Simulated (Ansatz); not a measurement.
# BrCl2Sb: the cost of one run

Method: RKS PBE-D4/def2-mTZVP, in Ansatz 0.2.0.

## 1. The system as given

Bond lengths: Cl1–Sb2 2.444 Å, Sb2–Cl3 2.395 Å, Sb2–Br4 2.584 Å. Angles: Cl1–Sb2–Cl3 91.2°, Cl1–Sb2–Br4 90.7°, Cl3–Sb2–Br4 90.8°.

Structure file:

```xyz
4

Cl    1.3066    0.4688    1.5095
Sb   -0.8606   -0.1544    0.5682
Cl    0.1473   -1.8982   -0.7280
Br   -0.5378    1.5235   -1.3700
```

## 2. End point A

input.yaml

```yaml
crystal:
  periodic: [false, false, false]
  atoms:
    - { symbol: Cl, position_ang: [1.3066, 0.4688, 1.5095] }
    - { symbol: Sb, position_ang: [-0.8606, -0.1544, 0.5682] }
    - { symbol: Cl, position_ang: [0.1473, -1.8982, -0.728] }
    - { symbol: Br, position_ang: [-0.5378, 1.5235, -1.37] }
basis:
  gaussian: { orbitals: def2-mTZVP }
hamiltonian:
  xc: pbe
  dispersion: d4
relax:
  f_tol: 0.015
  max_steps: 40
```

Command:

```sh
> ansatz run input.yaml --threads 2 --pin off --max-ram 3072MiB --backend cpu --events-out ev --progress --plain --runs-dir out
```

Q: Estimate wall time and peak memory on 2 threads of Arm Neoverse V2, shared host.

About 10 s, with a peak of 0.17 GiB.
